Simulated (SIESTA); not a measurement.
Ta3AsAu2O13:

```xyz
19
Lattice="5.2424 3.0267 4.1427 -5.2424 3.0267 4.1427 0.0000 -6.0534 4.1427" Properties=species:S:1:pos:R:3 pbc="T T T"
Ta   -1.7887    1.0327    4.2854
Ta    0.0000   -2.0655    4.2854
Ta    1.7887    1.0327    4.2854
As    0.0000    0.0000    6.9446
Au    0.0000    0.0000   12.0005
Au    0.0000    0.0000    9.3342
O    -1.3566    0.7832    6.1532
O     0.0000   -1.5665    6.1532
O     1.3566    0.7832    6.1532
O     2.5380   -0.6359    3.6068
O    -0.7183    2.5159    3.6068
O    -1.8197   -1.8800    3.6068
O     1.8197   -1.8800    3.6068
O    -2.5380   -0.6359    3.6068
O     0.7183    2.5159    3.6068
O    -3.3469    1.9323    4.0073
O     0.0000   -3.8647    4.0073
O     3.3469    1.9323    4.0073
O     0.0000    0.0000    3.8329
```

The cell was built by a generator and needn't be a form met in nature.

Program: SIESTA 5.4.2. Alike in all runs: cell as given; k mesh 4 × 4 × 4; smearing fermi-dirac 0.05 eV; grid cutoff 800 Ry; energy shift 0.003 Ry. Hardware: 4 threads of Arm Neoverse N1 (shared host).

Q: Order these runs on this cell by their wall time, lowest first.
A. task band structure; level PBE; potentials or basis PseudoDojo 0.4 standard (PBE files, fully relativistic), DZP (energy shift 0.003 Ry; two zetas on semicore shells); spin non-collinear, zero start, SOC
B. task density of states; level PBE+U; potentials or basis PseudoDojo 0.4 standard (PBE files), DZP (energy shift 0.003 Ry; two zetas on semicore shells); spin off; U Au d U = 6 eV, Ta d U = 6 eV; hubbard projector method 1; U from the first cycle yes; broadening (eV) 0.1 eV; window from (eV) -25 eV; window to (eV) 15 eV
C. task density of states; level PBE; potentials or basis PseudoDojo 0.4 standard (PBE files), DZP (energy shift 0.003 Ry; two zetas on semicore shells); spin off; hubbard projector method 1; U from the first cycle yes; broadening (eV) 0.1 eV; window from (eV) -25 eV; window to (eV) 15 eV

A: C (130 s), B (260 s), A (790 s).

Caveats: the basis of atomic orbitals isn't converged, which shifts pressures, moduli and gaps; spin-orbit coupling is left out, which moves the levels of the heavy elements (some runs).

Not every run made on this cell is shown here.
